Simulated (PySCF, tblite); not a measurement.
# C₆H₁₀O₃S: infrared bands and NMR shifts

Wanted: the infrared bands and NMR shifts of C₆H₁₀O₃S (`C[C@@H]1[C@H]2C[C@]1(S(=O)(=O)O)C2`), by calculation.

Programs: tblite 0.8.0 and PySCF 2.14.0, with density-fitted response routines of our own. Each step states its level of theory. These are calculated values for one molecule in the gas phase, unless marked as measured. Atoms are numbered from 0 throughout.

## 1. The molecule as given

20 atoms, charge 0, multiplicity 1; geometry from: GFN2-xTB.

Bonds of the start (Å): C0–C1 1.51, C1–C2 1.55, C2–C3 1.54, C3–C4 1.53, C4–S5 1.79, S5–O6 1.43, S5–O7 1.43, S5–O8 1.62, C4–C9 1.53, C4–C1 1.54, C9–C2 1.54, C0–H10 1.09, C0–H11 1.09, C0–H12 1.09, C1–H13 1.09, C2–H14 1.08, C3–H15 1.09, C3–H16 1.09, O8–H17 0.96, C9–H18 1.09, C9–H19 1.08.

## 2. Vibrational analysis with GFN2-xTB

What the job is given:

```
{"job": {"kind": "ir", "xc": "GFN2-xTB", "basis": "xTB"}, "charge": 0, "multiplicity": 1}
C      0.865409     1.836285    -0.522725
C      1.047824     0.364919    -0.215806
C      0.836871    -0.742806    -1.279814
C      0.693906    -1.728114    -0.101778
C     -0.134352    -0.492345     0.267237
S     -1.064211    -0.234519     1.771566
O     -2.154783    -1.160643     1.860179
O     -0.164228    -0.104510     2.868855
O     -1.721091     1.216734     1.464663
C     -0.683396    -0.515375    -1.160779
H      0.638691     2.365706     0.400351
H      0.065343     2.030488    -1.229833
H      1.786878     2.240953    -0.936827
H      1.948046     0.237487     0.388555
H      1.402965    -0.892494    -2.191986
H      1.578277    -1.922362     0.499589
H      0.137194    -2.643000    -0.287913
H     -2.668635     1.108233     1.374015
H     -1.319621    -1.360235    -1.413971
H     -1.096235     0.406277    -1.556615
```

**Question.** This job is followed by: GIAO PBE0/pcSseg-1 NMR shielding, non-relativistic, gas phase. Predict these results of the whole session: strongest single infrared mode (GFN2-xTB); zero-point energy (GFN2-xTB); 13C shifts against TMS (PBE0/pcSseg-1); 1H shifts against TMS (PBE0/pcSseg-1, means over atoms taken as alike); 33S shifts against CS2 (PBE0/pcSseg-1); 17O shifts against H2O (PBE0/pcSseg-1).

As calculated:

| quantity | value |
| --- | --- |
| strongest single infrared mode (GFN2-xTB) | 1286 cm⁻¹, 491 km/mol |
| zero-point energy (GFN2-xTB) | 97.8 kcal/mol |
| 13C shifts against TMS (PBE0/pcSseg-1) | 60.5, 56.4, 53.2, 48.0, 28.6, 12.8 ppm |
| 1H shifts against TMS (PBE0/pcSseg-1, means over atoms taken as alike) | 4.41, 2.53, 2.52, 2.32, 2.16, 2.01, 2.00, 1.39 ppm |
| 33S shifts against CS2 (PBE0/pcSseg-1) | 316 ppm |
| 17O shifts against H2O (PBE0/pcSseg-1) | 225.4, 224.9, 203.4 ppm |

No mode is imaginary among the 54: a minimum at this level. The strongest single mode, at 1286 cm⁻¹, moves mainly S5 and O7. Unscaled tight-binding wavenumbers are off by several per cent, some by more. Its intensities can rank the bands wrongly. At PBE0/pcSseg-1: The widest tensor belongs to S5: span 308 ppm, with a paramagnetic part of -860 ppm.
